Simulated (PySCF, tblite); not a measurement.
# C6H9B: a rotation path, then NMR shifts on frames, part 2 of 2

tblite 0.8.0 and PySCF 2.14.0. Atoms count from 0. The steps go on from the part before.

## Step 5: Nuclear shieldings: image 3, PBE0/pcSseg-1

What the job is given:

```
{"job": {"kind": "nmr", "xc": "PBE0", "basis": "pcSseg-1", "pop": false}, "charge": 0, "multiplicity": 1}
B     -1.079400     1.676800    -0.000900
C     -0.900400     0.139500     0.155800
C     -1.952100    -0.456500     0.734700
C      0.278900    -0.680800    -0.200800
C      0.101300    -1.955700    -0.578300
C      1.646600    -0.167100    -0.225600
C      2.091300     1.067600    -0.030900
H     -1.935000     2.084100    -0.687300
H     -0.497200     2.435800     0.670800
H     -2.853800     0.092800     0.953200
H     -1.941000    -1.485200     1.056500
H      0.933800    -2.583300    -0.850000
H     -0.871800    -2.408900    -0.644100
H      2.377000    -0.935000    -0.456500
H      3.144200     1.286900    -0.099700
H      1.449900     1.898200     0.191600
```

With the program's defaults for keys left out, this is: GIAO PBE0/pcSseg-1 NMR shielding, non-relativistic, gas phase.

Standard output:

```text
coarse grid: 13184 points
cycle   1  E = -258.3581390852  dE =  7.682e-01  |g| = 3.663e-01  |ddm| = 3.639e+00
cycle   2  E = -258.3656454587  dE = -7.506e-03  |g| = 3.403e-01  |ddm| = 7.580e-01
cycle   3  E = -258.3967594458  dE = -3.111e-02  |g| = 2.942e-02  |ddm| = 3.776e-01
cycle   4  E = -258.3968699294  dE = -1.105e-04  |g| = 2.265e-02  |ddm| = 4.852e-02
cycle   5  E = -258.3969818772  dE = -1.119e-04  |g| = 6.994e-03  |ddm| = 2.325e-02
cycle   6  E = -258.3969953998  dE = -1.352e-05  |g| = 1.616e-03  |ddm| = 8.155e-03
cycle   7  E = -258.3969960570  dE = -6.572e-07  |g| = 3.886e-04  |ddm| = 1.907e-03
final grid: 126808 points
cycle   8  E = -258.4386067402  dE = -3.924e-05  |g| = 7.476e-03  |ddm| = 3.585e-02
cycle   9  E = -258.4386052184  dE =  1.522e-06  |g| = 7.855e-03  |ddm| = 1.722e-02
cycle  10  E = -258.4386220044  dE = -1.679e-05  |g| = 1.749e-03  |ddm| = 9.887e-03
cycle  11  E = -258.4386227537  dE = -7.493e-07  |g| = 2.596e-04  |ddm| = 1.602e-03
cycle  12  E = -258.4386227693  dE = -1.560e-08  |g| = 9.655e-05  |ddm| = 3.283e-04
cycle  13  E = -258.4386227717  dE = -2.403e-09  |g| = 3.537e-05  |ddm| = 1.196e-04
cycle  14  E = -258.4386227720  dE = -3.109e-10  |g| = 8.330e-06  |ddm| = 3.362e-05
converged SCF energy = -258.4386227720

GIAO shielding tensors (ppm)
atom      isotropic    diamagn.    paramagn.     s11        s22        s33       span
  0 B       18.990     193.359    -174.369    -36.744    -34.232    127.946    164.691
  1 C       18.139     256.123    -237.984    -98.248      2.980    149.684    247.932
  2 C       72.855     254.290    -181.435    -25.486     68.343    175.709    201.195
  3 C       30.110     256.034    -225.925    -79.327     23.337    146.318    225.645
  4 C       60.371     253.857    -193.487    -30.482     62.482    149.112    179.594
  5 C       39.069     253.081    -214.012    -72.988     51.840    138.354    211.342
  6 C       66.084     256.987    -190.903    -39.380     70.864    166.769    206.149
  7 H       23.874      30.093      -6.218     17.681     25.957     27.986     10.305
  8 H       23.512      31.019      -7.507     16.517     25.108     28.911     12.394
  9 H       26.904      30.394      -3.490     24.260     26.095     30.357      6.097
 10 H       25.649      32.673      -7.024     22.757     24.792     29.397      6.640
 11 H       26.411      31.417      -5.006     24.208     25.434     29.590      5.382
 12 H       25.825      32.663      -6.838     23.513     24.482     29.480      5.968
 13 H       24.943      31.609      -6.665     22.762     22.940     29.127      6.366
 14 H       26.237      28.717      -2.480     24.374     25.184     29.153      4.779
 15 H       25.847      33.700      -7.853     23.416     24.936     29.189      5.773
```

Run time: 19 s. Hardware: 1 thread of Intel Xeon Platinum 8488C, shared host; peak memory 0.77 GiB.

This run: δ C1 168.8, C3 156.8, C5 147.9, C4 126.6, H8 8.20, H7 7.84 ppm.

## Step 6: Shielding tensors: image 5, PBE0/pcSseg-1

What the job is given:

```
{"job": {"kind": "nmr", "xc": "PBE0", "basis": "pcSseg-1", "pop": false}, "charge": 0, "multiplicity": 1}
B     -1.095800     1.590300    -0.413900
C     -0.888400     0.158100     0.143000
C     -1.773900    -0.384800     0.992300
C      0.259300    -0.671400    -0.296100
C      0.056200    -1.897100    -0.788700
C      1.612400    -0.137500    -0.205900
C      1.962700     0.980300     0.418300
H     -2.048200     2.188200    -0.091900
H     -0.336600     2.066700    -1.163100
H     -2.646900     0.156700     1.317800
H     -1.651900    -1.379800     1.395400
H      0.871700    -2.514400    -1.128000
H     -0.931900    -2.316100    -0.876700
H      2.373500    -0.746800    -0.678400
H      2.988400     1.307800     0.449600
H      1.241800     1.608700     0.914800
```

With the program's defaults for keys left out, this is: GIAO PBE0/pcSseg-1 NMR shielding, non-relativistic, gas phase.

Standard output:

```text
coarse grid: 13184 points
cycle   1  E = -258.3711930158  dE =  7.476e-01  |g| = 3.618e-01  |ddm| = 3.599e+00
cycle   2  E = -258.3748784504  dE = -3.685e-03  |g| = 3.548e-01  |ddm| = 7.607e-01
cycle   3  E = -258.4084889334  dE = -3.361e-02  |g| = 8.596e-02  |ddm| = 4.186e-01
cycle   4  E = -258.4100923088  dE = -1.603e-03  |g| = 3.325e-02  |ddm| = 9.315e-02
cycle   5  E = -258.4103630855  dE = -2.708e-04  |g| = 7.776e-03  |ddm| = 3.276e-02
cycle   6  E = -258.4103792840  dE = -1.620e-05  |g| = 2.342e-03  |ddm| = 8.885e-03
cycle   7  E = -258.4103806246  dE = -1.341e-06  |g| = 7.019e-04  |ddm| = 2.604e-03
final grid: 126808 points
cycle   8  E = -258.4521690453  dE = -4.388e-05  |g| = 7.620e-03  |ddm| = 3.604e-02
cycle   9  E = -258.4521671397  dE =  1.906e-06  |g| = 8.084e-03  |ddm| = 1.623e-02
cycle  10  E = -258.4521849327  dE = -1.779e-05  |g| = 1.678e-03  |ddm| = 9.313e-03
cycle  11  E = -258.4521856264  dE = -6.936e-07  |g| = 2.917e-04  |ddm| = 1.543e-03
cycle  12  E = -258.4521856455  dE = -1.909e-08  |g| = 1.135e-04  |ddm| = 3.470e-04
cycle  13  E = -258.4521856489  dE = -3.478e-09  |g| = 4.144e-05  |ddm| = 1.384e-04
cycle  14  E = -258.4521856494  dE = -4.289e-10  |g| = 8.854e-06  |ddm| = 3.685e-05
converged SCF energy = -258.4521856494

GIAO shielding tensors (ppm)
atom      isotropic    diamagn.    paramagn.     s11        s22        s33       span
  0 B       26.133     193.527    -167.394    -30.044    -14.598    123.039    153.083
  1 C       21.656     257.393    -235.737    -90.577    -15.374    170.921    261.498
  2 C       26.128     254.617    -228.489    -78.960     14.593    142.750    221.710
  3 C       24.556     258.328    -233.771    -85.922     11.413    148.179    234.100
  4 C       63.062     253.107    -190.045    -25.480     66.118    148.549    174.030
  5 C       40.627     252.900    -212.272    -73.270     49.042    146.110    219.380
  6 C       62.163     257.158    -194.995    -44.099     64.014    166.573    210.673
  7 H       24.712      30.863      -6.151     18.946     27.189     28.001      9.055
  8 H       24.546      30.668      -6.122     17.847     26.550     29.240     11.393
  9 H       25.133      30.794      -5.662     22.601     24.804     27.992      5.391
 10 H       24.665      32.290      -7.625     20.323     24.685     28.987      8.664
 11 H       26.449      31.301      -4.852     24.578     25.307     29.460      4.882
 12 H       26.317      32.096      -5.779     23.493     25.391     30.067      6.574
 13 H       24.888      31.773      -6.885     22.766     23.638     28.259      5.493
 14 H       26.109      28.905      -2.795     24.241     25.305     28.782      4.541
 15 H       26.704      33.440      -6.736     23.836     25.695     30.581      6.745
```

Run time: 20 s. Hardware: 1 thread of Intel Xeon Platinum 8488C, shared host; peak memory 0.77 GiB.

Key values: δ C1 165.3, C3 162.4, C2 160.8, C5 146.3, H8 7.17, H10 7.05 ppm.

## Step 7: Shielding tensors: image 8, PBE0/pcSseg-1

What the job is given:

```
{"job": {"kind": "nmr", "xc": "PBE0", "basis": "pcSseg-1", "pop": false}, "charge": 0, "multiplicity": 1}
B     -1.703700     1.097300    -0.908300
C     -0.872100     0.227000     0.067500
C     -1.174700     0.164700     1.372600
C      0.270300    -0.579200    -0.433100
C      0.085000    -1.484100    -1.396700
C      1.595200    -0.374700     0.141200
C      1.934400     0.603500     0.972400
H     -2.612200     1.707800    -0.496400
H     -1.425400     1.152100    -2.042200
H     -2.006600     0.714700     1.781200
H     -0.617600    -0.444000     2.070200
H      0.893500    -2.092300    -1.767600
H     -0.883100    -1.643500    -1.840300
H      2.345100    -1.086700    -0.182200
H      2.938500     0.700500     1.349500
H      1.225800     1.345900     1.300800
```

With the program's defaults for keys left out, this is: GIAO PBE0/pcSseg-1 NMR shielding, non-relativistic, gas phase.

Standard output:

```text
coarse grid: 13184 points
cycle   1  E = -258.3690582857  dE =  7.448e-01  |g| = 3.647e-01  |ddm| = 3.592e+00
cycle   2  E = -258.3720940709  dE = -3.036e-03  |g| = 3.611e-01  |ddm| = 7.671e-01
cycle   3  E = -258.4067842664  dE = -3.469e-02  |g| = 8.854e-02  |ddm| = 4.210e-01
cycle   4  E = -258.4085477096  dE = -1.763e-03  |g| = 3.205e-02  |ddm| = 9.291e-02
cycle   5  E = -258.4088067149  dE = -2.590e-04  |g| = 7.631e-03  |ddm| = 3.211e-02
cycle   6  E = -258.4088222173  dE = -1.550e-05  |g| = 2.340e-03  |ddm| = 8.618e-03
cycle   7  E = -258.4088235272  dE = -1.310e-06  |g| = 7.226e-04  |ddm| = 2.751e-03
final grid: 126808 points
cycle   8  E = -258.4506178478  dE = -4.313e-05  |g| = 7.375e-03  |ddm| = 4.137e-02
cycle   9  E = -258.4506166245  dE =  1.223e-06  |g| = 7.707e-03  |ddm| = 1.570e-02
cycle  10  E = -258.4506329141  dE = -1.629e-05  |g| = 1.456e-03  |ddm| = 8.781e-03
cycle  11  E = -258.4506334329  dE = -5.188e-07  |g| = 2.835e-04  |ddm| = 1.382e-03
cycle  12  E = -258.4506334513  dE = -1.841e-08  |g| = 9.326e-05  |ddm| = 2.918e-04
cycle  13  E = -258.4506334535  dE = -2.247e-09  |g| = 3.766e-05  |ddm| = 1.177e-04
cycle  14  E = -258.4506334539  dE = -3.567e-10  |g| = 1.015e-05  |ddm| = 3.593e-05
converged SCF energy = -258.4506334539

GIAO shielding tensors (ppm)
atom      isotropic    diamagn.    paramagn.     s11        s22        s33       span
  0 B       22.992     193.167    -170.175    -31.582    -15.782    116.340    147.922
  1 C       22.948     257.120    -234.172    -92.475     -6.028    167.348    259.823
  2 C       24.015     255.451    -231.435    -89.749     10.795    150.999    240.748
  3 C       26.230     258.904    -232.674    -85.675     18.314    146.051    231.726
  4 C       64.389     253.020    -188.631    -28.540     68.443    153.265    181.804
  5 C       38.971     253.077    -214.106    -76.388     47.045    146.254    222.642
  6 C       62.692     257.061    -194.369    -43.654     62.139    169.590    213.244
  7 H       24.699      30.564      -5.865     18.903     27.107     28.086      9.183
  8 H       24.629      30.696      -6.067     18.166     27.268     28.453     10.286
  9 H       24.697      30.922      -6.225     21.445     25.300     27.346      5.901
 10 H       24.709      32.266      -7.556     19.644     24.869     29.615      9.970
 11 H       26.297      31.279      -4.982     23.780     25.653     29.459      5.679
 12 H       26.487      31.856      -5.370     23.537     25.901     30.022      6.485
 13 H       24.817      31.805      -6.988     22.447     23.882     28.123      5.675
 14 H       26.163      28.980      -2.817     24.172     25.589     28.729      4.556
 15 H       26.187      33.371      -7.184     23.276     25.245     30.039      6.763
```

Wall time 19 s (1 thread of Intel Xeon Platinum 8488C, shared host); peak memory 0.77 GiB.

Key values: δ C1 164.0, C2 162.9, C3 160.7, C5 148.0, H8 7.09, H9 7.02 ppm.

## Step 8: Side by side: NMR shifts

Shifts (ppm) of some atoms, chosen among heavy atoms and hydrogens apart, with basis size and wall time:

```
  frame     C3     C1     C2     C6    H9   H15    B0  functions  time
image 0  164.3  164.3  147.1  121.2  6.19  4.24  72.8        164  20 s
image 1  159.1  157.8  122.9  117.9  5.46  2.65  65.6        164  19 s
image 3  156.8  168.8  114.1  120.8  4.81  5.87  81.1        164  19 s
image 5  162.4  165.3  160.8  124.8  6.58  5.01  73.9        164  20 s
image 8  160.7  164.0  162.9  124.2  7.02  5.53  77.1        164  19 s
```

## Step 9: Outcome

The summary covers parts 1 to 2.

| quantity | value |
| --- | --- |
| barrier | 0.280 eV (6.4 kcal/mol) at image 3 |
| end to end (GFN2-xTB) | 0.039 eV |
| 13C shifts against TMS (PBE0/pcSseg-1, image 0) | 164.3, 164.3, 148.4, 147.1, 122.5, 121.2 ppm |
| 1H shifts against TMS (PBE0/pcSseg-1, image 0) | 7.23, 7.09, 6.84, 6.67, 6.19, 5.48, 5.39, 5.33, 4.24 ppm |
| 11B shifts against BF3·OEt2 (PBE0/pcSseg-1, image 0) | 72.8 ppm |
| range of the shift of C2 | 114.1 to 162.9 ppm |

In words: Along the band the dihedral turns by 173°, and the top (dihedral 27°) lies 6.4 kcal/mol above the start (GFN2-xTB, rough), so at room temperature this motion is fast. Ends this close can change order at a higher level. The top was not checked by a frequency run. Shifts at one fixed geometry are not the observed spectrum, which averages over the motion. In the first frame run (image 0): The widest tensor belongs to C1: span 257 ppm, with a paramagnetic part of -236 ppm. In ppm, C2 moves most: its shift spreads over 48.8 ppm, from 114.1 (image 3) to 162.9 (image 8).
